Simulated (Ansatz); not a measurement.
**SnH− (singlet): from Hartree-Fock to the top rungs at distance Sn1–H2 = 2.007 Å, def2-SVPD**

One table from this session's results is given with a row withheld; the runs are named, their logs left out.

Method: def2-SVPD, core rule «outside noble gas», up to 9 orbitals frozen; program: Ansatz 0.2.0, Gaussian basis.

The runs, in order: UHF; CCSD(T) on RHF; CCSD(T) on UHF; BCCD(T) on RHF; CISD; CCSDT(Q) on RHF; CCSDT(Q) on UHF; CASSCF and MRCISD+Q, 2 electrons in 2 orbitals; CASSCF and NEVPT2, 2 electrons in 2 orbitals; CASSCF and MRCISD+Q, 6 electrons in 5 orbitals; CASSCF and NEVPT4(SD), 6 electrons in 5 orbitals; CASSCF and NEVPT2, 6 electrons in 5 orbitals; Full CI.

19 further runs of the same task are left out: 11 that didn't finish, 8 set aside as unsound or not needed. Runs told in other sessions of the task aren't counted.

**The geometry**

The geometry derives from a PBE0/def2-TZVPD stationary point (not a proven minimum). One bond is set to the value named and the two fragments are kept rigid. No spin-orbit coupling is included. Elements past krypton take def2 core potentials.

2 atoms, charge -1, spin multiplicity 1.

Atoms are counted from 1 here; the program's logs count them from 0.

Bond lengths: Sn1–H2 2.007 Å.

Geometry (Å):

```xyz
2
charge -1, multiplicity 1
Sn    0.0000    0.0000    0.0000
H     0.0000    0.0000    2.0070
```

Set-up of the first run:

in.yaml

```yaml
crystal:
  periodic: [false, false, false]
  atoms:
    - {symbol: Sn, position_ang: [0.000000, 0.000000, 0.000000]}
    - {symbol: H, position_ang: [0.000000, 0.000000, 2.007000]}
basis:
  gaussian: {orbitals: def2-SVPD}
total_charge: -1
magnetization: {spin_polarized: true, initial_magnetization: 0}
hamiltonian: {xc: hf}
output: {orbitals: {seedname: orbitals}}
```

On the command line:

```
$ ansatz run in.yaml --threads 1 --pin off --events-out ev --progress --plain --max-ram 2393MiB
```

Among the steps run: UHF; CCSD(T) on RHF; CCSD(T) on UHF; BCCD(T) on RHF; CISD; CCSDT(Q) on RHF; CCSDT(Q) on UHF; CASSCF and MRCISD+Q, 2 electrons in 2 orbitals; CASSCF and NEVPT2, 2 electrons in 2 orbitals; CASSCF and MRCISD+Q, 6 electrons in 5 orbitals; CASSCF and NEVPT4(SD), 6 electrons in 5 orbitals; CASSCF and NEVPT2, 6 electrons in 5 orbitals; Full CI.

One table of the session follows, with a row left open; its other results are not shown here.

It belongs to the step «Misses and costs». 

| method | from FCI (meV) |
| --- | --- |
| RHF | +3112.8 |
| RMP2 | +1009.5 |
| CISD | +470.3 |
| RCCSD | +272.0 |
| RCCSD(T) | +138.8 |
| BCCD(T) | +140.2 |
| RCCSDT | ? |
| RCCSDT(Q) | -4.1 |
| CASSCF valence | +2168.1 |
| NEVPT2 valence | +633.2 |
| NEVPT4(SD) valence | +79.7 |
| MRCISD valence | +128.4 |
| MRCISD+Q valence | -21.5 |
| FCI | 0 |

Estimate the missing values for RCCSDT.

**Answer.** from FCI (meV): +16.3. In the column «from FCI (meV)» it lies between FCI (0) and NEVPT4(SD) valence (+79.7).

Left out of the table: CASSCF pair, NEVPT2 pair, MRCISD pair, MRCISD+Q pair (the active space lost an orbital or holds another state than full CI finds).

Limits of these values: The report flags that the cluster equations may have other roots. Left out of the table: UHF, UMP2, UCCSD, UCCSD(T), UCCSDT, UCCSDT(Q) (another determinant or state than the rows shown). The program flags RCCSDT(Q) as in doubt, so those rows may rest on another solution. RCCSDT(Q), MRCISD+Q valence fall below full CI, which methods that aren't variational can do. Warnings in the runs' records: passed over end.
